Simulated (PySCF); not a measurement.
**LiBe: bond curves at several levels of theory**

One job finds the state of LiBe, follows it along the bond with each method and fits the curves.

Method: Li cc-pVTZ, Be cc-pVTZ, no relativity; program: PySCF 2.14.0.

1 further run of the same task is left out (it didn't finish).

**1. Set-up**

The job is set up so:

```json
{"atoms": "Li, Be", "charge": "0", "basis": "Li cc-pVTZ, Be cc-pVTZ", "Hamiltonian": "no relativity", "basis functions": "60", "electrons treated": "7", "masses in u": "7.0160, 9.0122", "levels": "PBE0, PBE, r²SCAN, LDA, PW91, CAM-B3LYP, HF, MP2, SCS-MP2, CCSD, CCSD(T)", "grid": "80 radial by 434 angular points", "occupations": "held fixed by the projection of orbital angular momentum", "dissociation limit": "Li + Be, each in its ground configuration", "starting distance in angstrom": "2.245", "values of 2S to try": "1, 3"}
```

The run is started by

```console
OMP_NUM_THREADS=1 python dia.py task.json out
```

After this run come: The PBE0 curve of the state that the search chose; Excited determinants; PBE; r²SCAN (meta-GGA); LDA (local density); PW91 (GGA); CAM-B3LYP (range-separated hybrid); ROHF; Adding correlation.

Q: Predict the outcome of this session. Wanted: for each run, Re; ωe; De; μ.

**Answer**, as computed:

Lowest PBE0 solution found, without spin–orbit coupling: ²Σ⁺ (doublet), unpaired electrons σ ↑. State 3 has its PBE0 minimum 2.21 eV higher. The other levels ran on the lowest alone.

```csv
level,Re (Å),ωe (cm⁻¹),De (eV),μ (D)
ROHF-CCSD(T),2.550,320,0.340,n/a
LDA,2.558,353,0.67,-2.59
PBE,2.580,344,0.58,-2.39
PW91,2.573,348,0.61,-2.45
r²SCAN,2.589,348,0.63,-3.03
PBE0,2.582,345,0.51,-2.85
CAM-B3LYP,2.538,359,0.422,-3.57
```

De is counted to Li + Be in their ground configurations. A positive dipole means Li(−)Be(+). No constants: ROHF (no minimum is bracketed among the points kept); ROHF-MP2 (the points don't follow one smooth fit); ROHF-SCS-MP2 (the points don't follow one smooth fit); ROHF-CCSD (the points don't follow one smooth fit).

The methods spread over 0.051 Å in bond length, from CAM-B3LYP to r²SCAN. Among the levels with a De in the table, it runs from 0.340 eV (ROHF-CCSD(T)) to 0.67 eV (LDA).

T1 is 0.055 near the minimum (highest on the curve 0.057), which may point to more than one leading configuration.
